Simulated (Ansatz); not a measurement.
# WN (sextet): from Hartree-Fock to the top rungs, def2-SVP

An exercise on one series of results from a longer session: the logs are not shown, and one member is left open.

Computed with Ansatz 0.2.0, Gaussian basis. Level: def2-SVP, core rule «outside noble gas», up to 5 orbitals frozen.

The runs, in order: UHF; CCSD(T) on ROHF; CCSD(T) on UHF; CISD as a restricted active space (open shells left free, so some higher excitations enter); CCSDT(Q) on ROHF; CCSDT(Q) on UHF; CASSCF and MRCISD+Q, 11 electrons in 10 orbitals; CASSCF and MRCISD+Q(relaxed), 11 electrons in 10 orbitals; CASSCF and NEVPT2, 11 electrons in 10 orbitals.

20 further runs of the same task are left out: 6 that didn't finish, 14 set aside as unsound or not needed. Runs told in other sessions of the task aren't counted.

### What is computed

The geometry is a PBE0/def2-TZVP stationary point (not a proven minimum). No spin-orbit coupling is included. Elements past krypton take def2 core potentials.

2 atoms, charge 0, spin multiplicity 6.

Atoms are counted from 1 here; the program's logs count them from 0.

Bond lengths: W1–N2 1.844 Å.

Geometry (Å):

```xyz
2
NW
W     0.0000    0.0000    0.0000
N     0.0000    0.0000    1.8436
```

Set-up of the first run:

The input, in.yaml:

```yaml
crystal:
  periodic: [false, false, false]
  atoms:
    - {symbol: W, position_ang: [0.000000, 0.000000, 0.000000]}
    - {symbol: N, position_ang: [0.000000, 0.000000, 1.843600]}
basis:
  gaussian: {orbitals: def2-SVP}
magnetization: {spin_polarized: true, initial_magnetization: 5}
hamiltonian: {xc: hf}
output: {orbitals: {seedname: orbitals}}
```

Run with:

```bash
$ ansatz run in.yaml --threads 1 --pin off --events-out ev --progress --plain --max-ram 2393MiB
```

Among the steps run: UHF; CCSD(T) on ROHF; CCSD(T) on UHF; CISD as a restricted active space (open shells left free, so some higher excitations enter); CCSDT(Q) on ROHF; CCSDT(Q) on UHF; CASSCF and MRCISD+Q, 11 electrons in 10 orbitals; CASSCF and MRCISD+Q(relaxed), 11 electrons in 10 orbitals; CASSCF and NEVPT2, 11 electrons in 10 orbitals.

One of the session's tables, all rows but one given; the rest of the session is left out.

| method | from RCCSDT(Q) (kcal/mol) |
| --- | --- |
| ROHF | +184.90 |
| UHF | +169.52 |
| RMP2 | ? |
| UMP2 | +45.16 |
| RCCSD | +20.66 |
| UCCSD | +18.32 |
| RCCSD(T) | +9.84 |
| UCCSD(T) | +9.31 |
| RCCSDT | +3.35 |
| UCCSDT | +1.78 |
| RCCSDT(Q) | 0 |
| UCCSDT(Q) | -2.85 |
| CASSCF valence | +122.64 |
| NEVPT2 valence | +27.31 |
| MRCISD valence | +12.42 |
| MRCISD+Q valence | +3.76 |
| MRCISD+Q(relaxed) valence | +2.59 |

Q: Estimate the row for RMP2 from the others.

**Answer.** from RCCSDT(Q) (kcal/mol): +26.78. In the column «from RCCSDT(Q) (kcal/mol)» it lies between RCCSD (+20.66) and NEVPT2 valence (+27.31).

Not comparable, so not listed: CISD as a restricted active space (open shells left free, so some higher excitations enter) (they don't share determinant, frozen orbitals or solution with the rows shown, or repeat one).

To keep in mind: The determinant of HF (⟨S²⟩ 9.31) is far from a pure spin state, so its energy mixes those of several spin states; that is harmless only where they are near-degenerate. The determinant of CCSD(T) (⟨S²⟩ 9.31) is far from a pure spin state, so its energy mixes those of several spin states; high orders of coupled cluster remove much of that, low ones don't. The determinant of CCSDT(Q) (⟨S²⟩ 9.31) is far from a pure spin state, so its energy mixes those of several spin states; high orders of coupled cluster remove much of that, low ones don't. Warnings: spin contamination; large T1 diagnostic. Restricted and unrestricted rows rest on different reference determinants; a gap between their highest levels can come from leftover correlation error, from unlike frozen cores or from another state.
